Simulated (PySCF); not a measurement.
# C4H12S2Sn2 (cyclo-(Me2SnS)2): the cost of one run

The runs use PySCF 2.14.0, with density-fitted response routines of our own; the level of theory stands in each step. All values are computed, except where a source is named. Atoms are numbered from 0 throughout.

## 1. The starting structure

20 atoms, charge 0, multiplicity 1; geometry from: GFN2-xTB. The atoms were then displaced at random by about 0.03 Å, so the start is not that level's minimum.

Bonds of the start (Å): Sn0–C1 2.30, Sn0–C2 2.17, Sn0–S3 2.37, Sn0–S7 2.38, C1–H8 1.13, C1–H9 1.05, C1–H10 1.09, C2–H11 1.05, C2–H12 1.12, C2–H13 1.12, S3–Sn4 2.41, Sn4–C5 2.22, Sn4–C6 2.22, Sn4–S7 2.51, C5–H14 1.08, C5–H15 1.05, C5–H16 1.08, C6–H17 1.09, C6–H18 1.07, C6–H19 1.03.

## 2. Geometry optimisation at PBE0-D3(BJ)/def2-SVP

What the job is given:

```
{"job": {"xc": "PBE0", "basis": "def2-SVP", "d3": "d3bj", "grid": 1, "maxiter": 40, "shake": 0.03, "kind": "geom"}, "charge": 0, "multiplicity": 1}
Sn     0.116740     1.492890    -0.601360
C     -1.497100     3.037110    -0.041410
C      1.592320     2.154090    -2.050800
S     -0.923170    -0.491450    -1.384230
Sn    -0.065840    -1.587210     0.578590
C     -1.659540    -2.150010     2.018380
C      1.506210    -3.053680     0.034640
S      1.062950     0.519510     1.357730
H     -1.891520     2.797230     0.992740
H     -2.273850     3.038360    -0.751030
H     -1.051930     4.023120     0.042650
H      1.727410     1.430010    -2.801540
H      1.336470     3.165310    -2.465230
H      2.542470     2.208500    -1.464170
H     -1.368210    -1.901930     3.027350
H     -1.782020    -3.195880     2.003840
H     -2.565330    -1.633880     1.740760
H      0.955580    -3.938140    -0.271520
H      2.101720    -3.277390     0.896680
H      1.999080    -2.622410    -0.762750
```

Command:

```bash
OMP_NUM_THREADS=1 python probes_run.py task.json out
```

The driver reads the jobs from task.json and runs them one after another.

Q: Estimate the wall time and peak memory of this first job on 1 thread of Arm Neoverse V2, shared host.

About 4.8 min, with a peak of 1.1 GiB.
